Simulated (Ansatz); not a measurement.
# ClH5NSi2 radical: one species, many methods

Aim: compute ClH5NSi2 radical with functionals from several rungs and with coupled cluster, and see how far each lands from CCSD(T) at the basis-set limit for the atomisation energy.

Method: functionals in def2-TZVPP, the program's frozen cores in correlated methods; program: Ansatz 0.2.0, Gaussian basis.

Levels to be run: LDA (SPW92), PBE-D4, revPBE-D4, BLYP-D4, r2SCAN-D4, B97M-V, PBE0-D4, B3LYP-D4, r2SCANh-D4, r2SCAN0-D4, HSE06-D4, BHLYP-D4, CAM-B3LYP-D4, LC-ωPBE, ωB97X-V, ωB97M-V, B2PLYP, PBE-QIDH; CCSD(T)/def2-SVP; CCSD(T)/def2-TZVPP; MP2/def2-QZVPP; extrapolation to the limit; RPA on PBE.

## (1) The geometry

An earlier PBE0-D4 in a triple-zeta def2 set relaxation fixed the geometry.

SMILES `N[Si]([SiH3])Cl`, 9 atoms, charge 0, spin multiplicity 2.

Atoms are counted from 1 here; the program's logs count them from 0.

Bond lengths: N1–Si2 1.719 Å, N1–H5 1.008 Å, N1–H6 1.008 Å, Si2–Si3 2.355 Å, Si2–Cl4 2.075 Å, Si3–H7 1.489 Å, Si3–H8 1.486 Å, Si3–H9 1.490 Å. Angles: Si2–N1–H5 120.3°, Si2–N1–H6 120.2°, H5–N1–H6 111.9°, N1–Si2–Si3 110.1°, N1–Si2–Cl4 104.8°, Si3–Si2–Cl4 109.6°, Si2–Si3–H7 113.2°, Si2–Si3–H8 108.5°, Si2–Si3–H9 107.6°, H7–Si3–H8 109.6°, H7–Si3–H9 109.0°, H8–Si3–H9 108.8°.

## (2) LDA

This LDA is Slater exchange with PW92 correlation.

Input file in.yaml:

```yaml
crystal:
  periodic: [false, false, false]
  atoms:
    - {symbol: N, position_ang: [-0.942202, 1.392529, 0.660835]}
    - {symbol: Si, position_ang: [-0.346916, -0.195119, 0.944602]}
    - {symbol: Si, position_ang: [0.593094, -1.070551, -1.029418]}
    - {symbol: Cl, position_ang: [1.134880, 0.041608, 2.377659]}
    - {symbol: H, position_ang: [-0.972607, 2.066667, 1.410200]}
    - {symbol: H, position_ang: [-1.676124, 1.546358, -0.013191]}
    - {symbol: H, position_ang: [1.754944, -0.282491, -1.524999]}
    - {symbol: H, position_ang: [1.013880, -2.471714, -0.770469]}
    - {symbol: H, position_ang: [-0.470448, -1.073687, -2.072320]}
basis:
  gaussian: {orbitals: def2-TZVPP}
magnetization: {spin_polarized: true, initial_magnetization: 1}
hamiltonian: {xc: lda}
output: {orbitals: {seedname: orbitals}}
```

Launch:

```
$ ansatz run in.yaml --threads 4 --pin off --events-out ev --progress --plain --max-ram 10444MiB
```

The runs that follow: PBE-D4 (GGA); revPBE-D4 (GGA); BLYP-D4 (GGA); r2SCAN-D4 (meta-GGA); B97M-V (meta-GGA); B3LYP-D4 (hybrid); r2SCANh-D4 (hybrid); r2SCAN0-D4 (hybrid); HSE06-D4 (hybrid); BHLYP-D4 (hybrid); CAM-B3LYP-D4 (range-separated); LC-ωPBE (range-separated); ωB97X-V (range-separated); ωB97M-V (range-separated); B2PLYP (double hybrid); PBE-QIDH (double hybrid); CCSD(T) in def2-SVP; CCSD(T) in def2-TZVPP; MP2 in def2-QZVPP; RPA on PBE orbitals.

Before running them: what should the planned runs give, taken together? Wanted: atomisation energy, CCSD(T)/CBS; farthest beyond LDA; mean size of error, GGA; mean size of error, meta-GGA; mean size of error, hybrid; mean size of error, range-separated; mean size of error, double hybrid; gap, smallest and largest; T1 diagnostic.

As calculated:

| quantity | value |
| --- | --- |
| atomisation energy, CCSD(T)/CBS | 2738.8 kJ/mol |
| functionals within 13.7 kJ/mol (0.5 %) | BLYP-D4, r2SCAN-D4, PBE0-D4, B3LYP-D4, r2SCANh-D4, HSE06-D4, CAM-B3LYP-D4, ωB97M-V |
| farthest beyond LDA | BHLYP-D4 (-53.6 kJ/mol) |
| mean size of error, GGA | 19.4 kJ/mol |
| mean size of error, meta-GGA | 18.4 kJ/mol |
| mean size of error, hybrid | 17.5 kJ/mol |
| mean size of error, range-separated | 18.3 kJ/mol |
| mean size of error, double hybrid | 38.9 kJ/mol |
| gap, smallest and largest | 0.90 eV (LDA (SPW92)), 8.00 eV (LC-ωPBE) |
| T1 diagnostic | 0.0150 |
| triples share of the correlation energy | 3.9 % |

LDA overbinds by 357.8 kJ/mol (13 %). PBE-D4 misses by +27.1 kJ/mol. Double hybrids carry the basis error of their MP2 part in triple zeta, and no dispersion term here, so their miss is partly the set-up's. By mean error the best rung here is hybrid (17.5 kJ/mol) and the worst beyond LDA is double hybrid (38.9 kJ/mol). The gap between the best rungs is small, so their order is not settled. The reference freezes the cores and leaves out relativity and excitations past (T), so misses under about 13.7 kJ/mol can't be ranked. Hartree-Fock recovers 72 % of the binding; the rest is correlation. CCSD(T) in def2-SVP is off by -252.4 kJ/mol, more than most functionals: a good method in a small basis is no reference. Orbital gaps span 0.9 to 8.0 eV; exact exchange widens them.
